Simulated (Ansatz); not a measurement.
# C₂H₈SSn: one species, many methods

How much do the methods differ for C₂H₈SSn? The plan is to run it at one geometry with functionals of several rungs and with coupled cluster, and see how far each lands from CCSD(T) at the basis-set limit for the atomisation energy.

The runs use Ansatz 0.2.0, Gaussian basis; functionals in def2-TZVPP, the program's frozen cores in correlated methods.

The runs, in order: PBE-D4, r2SCAN-D4, PBE0-D4, B3LYP-D4, ωB97X-V, ωB97M-V, B2PLYP; CCSD(T)/def2-TZVPP; MP2/def2-QZVPP; extrapolation to the limit.

## (1) Structure used throughout

All runs share one geometry, relaxed beforehand with PBE0-D4 in a triple-zeta def2 set. Sn takes the def2 core potential; no spin-orbit term is included.

SMILES `SC[CH2][SnH3]`, 12 atoms, charge 0, spin multiplicity 1.

Atoms are counted from 1 here; the program's logs count them from 0.

Bond lengths: S1–C2 1.823 Å, S1–H5 1.343 Å, C2–C3 1.514 Å, C2–H6 1.092 Å, C2–H7 1.092 Å, C3–Sn4 2.153 Å, C3–H8 1.093 Å, C3–H9 1.093 Å, Sn4–H10 1.709 Å, Sn4–H11 1.707 Å, Sn4–H12 1.709 Å. Angles: C2–S1–H5 97.4°, S1–C2–C3 108.9°, S1–C2–H6 108.7°, S1–C2–H7 108.7°, C3–C2–H6 111.0°, C3–C2–H7 111.0°, H6–C2–H7 108.4°, C2–C3–Sn4 112.4°, C2–C3–H8 110.8°, C2–C3–H9 110.8°, Sn4–C3–H8 107.7°, Sn4–C3–H9 107.7°, H8–C3–H9 107.3°, C3–Sn4–H10 109.3°, C3–Sn4–H11 110.1°, C3–Sn4–H12 109.3°, H10–Sn4–H11 109.5°, H10–Sn4–H12 108.9° and more.

## (2) PBE-D4 (GGA)

Input file in.yaml:

```yaml
crystal:
  periodic: [false, false, false]
  atoms:
    - {symbol: S, position_ang: [-2.601367, 0.445316, 0.782561]}
    - {symbol: C, position_ang: [-0.901608, 0.653625, 0.157257]}
    - {symbol: C, position_ang: [-0.187608, -0.679901, 0.225790]}
    - {symbol: Sn, position_ang: [1.840302, -0.563775, -0.488480]}
    - {symbol: H, position_ang: [-3.002589, 1.717213, 0.621608]}
    - {symbol: H, position_ang: [-0.392662, 1.402304, 0.767566]}
    - {symbol: H, position_ang: [-0.948290, 1.020564, -0.869953]}
    - {symbol: H, position_ang: [-0.156949, -1.050767, 1.253321]}
    - {symbol: H, position_ang: [-0.708590, -1.429775, -0.374650]}
    - {symbol: H, position_ang: [2.712404, 0.557082, 0.462739]}
    - {symbol: H, position_ang: [2.585154, -2.096673, -0.391450]}
    - {symbol: H, position_ang: [1.838804, -0.030312, -2.112409]}
basis:
  gaussian: {orbitals: def2-TZVPP}
hamiltonian: {xc: pbe, dispersion: d4}
output: {forces: true, orbitals: {seedname: orbitals}}
```

Command:

```sh
ansatz run in.yaml --threads 4 --pin off --events-out ev --progress --plain --max-ram 10444MiB
```

After this run come: r2SCAN-D4 (meta-GGA); PBE0-D4 (hybrid); B3LYP-D4 (hybrid); ωB97X-V (range-separated); ωB97M-V (range-separated); B2PLYP (double hybrid); CCSD(T) in def2-TZVPP; MP2 in def2-QZVPP.

Q: Predict the results of all the runs planned. Wanted: atomisation energy, CCSD(T)/CBS; farthest; mean size of error, hybrid; mean size of error, range-separated; gap, smallest and largest; T1 diagnostic; triples share of the correlation energy.

The runs gave:

| quantity | value |
| --- | --- |
| atomisation energy, CCSD(T)/CBS | 39.678 eV |
| functionals within 0.397 eV (1.0 %) | PBE-D4, r2SCAN-D4, PBE0-D4, B3LYP-D4, ωB97X-V, ωB97M-V |
| farthest | B2PLYP (-0.789 eV) |
| mean size of error, hybrid | 0.254 eV |
| mean size of error, range-separated | 0.071 eV |
| gap, smallest and largest | 4.72 eV (PBE-D4), 10.99 eV (ωB97X-V) |
| T1 diagnostic | 0.0117 |
| triples share of the correlation energy | 3.6 % |

PBE-D4 misses by +0.147 eV. Double hybrids carry the basis error of their MP2 part in triple zeta, and no dispersion term here, so their miss is partly the set-up's. Misses under about 0.397 eV are within the doubt on the reference itself, which lacks core-valence correlation, spin-orbit coupling and higher excitations, and its outer-core shells are covered unevenly. All levels share the lack of spin-orbit coupling, which lowers the free heavy atoms and so the true binding. Hartree-Fock recovers 73 % of the binding; the rest is correlation. Orbital gaps span 4.7 to 11.0 eV; exact exchange widens them. Correlated methods include outer-core shells of Sn, which these sets cover unevenly.
